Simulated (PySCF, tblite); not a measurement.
**C5H13B3O2: geometry, infrared bands and NMR shifts**

Wanted: the infrared bands and NMR shifts of C5H13B3O2 (`BOB(OB)C1CCCC1`), by calculation.

Programs: tblite 0.8.0 and PySCF 2.14.0, with density-fitted response routines of our own. Each step states its level of theory. These are calculated values for one molecule in the gas phase, unless marked as measured. Atoms are numbered from 0 throughout.

## (1) The molecule as given

23 atoms, charge 0, multiplicity 1; geometry from: force field or distance geometry start.

Bonds of the start (Å): B0–O1 1.46, O1–B2 1.47, B2–O3 1.45, O3–B4 1.47, B2–C5 1.63, C5–C6 1.52, C6–C7 1.52, C7–C8 1.53, C8–C9 1.52, C9–C5 1.53, B0–H10 1.19, B0–H11 1.18, B4–H12 1.18, B4–H13 1.19, C5–H14 1.12, C6–H15 1.10, C6–H16 1.11, C7–H17 1.12, C7–H18 1.11, C8–H19 1.11, C8–H20 1.13, C9–H21 1.11, C9–H22 1.11.

## (2) Relaxing the molecule with GFN2-xTB

Job settings and geometry (Å):

```
{"job": {"kind": "relax", "xc": "GFN2-xTB", "basis": "xTB"}, "charge": 0, "multiplicity": 1}
B      2.677700     2.174400     0.518300
O      2.399400     0.966800    -0.262800
B      1.378500     0.229000     0.490800
O      1.761000    -0.701400     1.534600
B      2.050900    -1.975700     0.871600
C     -0.188000     0.488500     0.134600
C     -0.546900     0.046300    -1.275800
C     -2.044500    -0.212500    -1.237200
C     -2.446500    -0.339200     0.230900
C     -1.169600    -0.246500     1.044200
H      2.068900     3.168400     0.283200
H      3.518100     2.182100     1.339600
H      1.196300    -2.781200     0.733400
H      3.156500    -2.215000     0.502200
H     -0.380300     1.590300     0.229000
H     -0.290900     0.825100    -2.008000
H     -0.020600    -0.899400    -1.532600
H     -2.295800    -1.157000    -1.793100
H     -2.594600     0.632700    -1.709700
H     -2.970100    -1.295300     0.432600
H     -3.130400     0.510400     0.509200
H     -1.326300     0.304500     1.995700
H     -0.807600    -1.268500     1.276000
```

Command:

```
OMP_NUM_THREADS=1 python probes_run.py task.json out
```

This one command runs all jobs of the session in turn.

**Question.** This job is followed by: GFN2-xTB harmonic vibrations, gas phase; GIAO PBE0/pcSseg-1 NMR shielding, non-relativistic, gas phase. Predict these results of the whole session: strongest single infrared mode (GFN2-xTB); zero-point energy (GFN2-xTB); 13C shifts against TMS (PBE0/pcSseg-1, means over atoms taken as alike); 1H shifts against TMS (PBE0/pcSseg-1, means over atoms taken as alike); 11B shifts against BF3·OEt2 (PBE0/pcSseg-1, means over atoms taken as alike); 17O shifts against H2O (PBE0/pcSseg-1, means over atoms taken as alike).

**Answer**, as computed:

| quantity | value |
| --- | --- |
| strongest single infrared mode (GFN2-xTB) | 1552 cm⁻¹, 1128 km/mol |
| zero-point energy (GFN2-xTB) | 115.1 kcal/mol |
| 13C shifts against TMS (PBE0/pcSseg-1, means over atoms taken as alike) | 35.1, 33.5, 27.7 ppm |
| 1H shifts against TMS (PBE0/pcSseg-1, means over atoms taken as alike) | 5.43, 1.93, 1.87, 1.70, 1.28, 1.01 ppm |
| 11B shifts against BF3·OEt2 (PBE0/pcSseg-1, means over atoms taken as alike) | 40.6, 22.8 ppm |
| 17O shifts against H2O (PBE0/pcSseg-1, means over atoms taken as alike) | 271.4 ppm |

**Reading.** The optimisation took 115 steps and gained 2.777 eV; among the close pairs (by a distance rule), O3–B4 changed most, from 1.465 to 1.299 Å. No mode is imaginary among the 63: a minimum at this level. GFN2-xTB is a fitted tight-binding method: band positions and strengths are rough. Its intensities can rank the bands wrongly. At PBE0/pcSseg-1: Shielding is most anisotropic at O1, O3 (span 268 ppm, paramagnetic term -325 ppm).
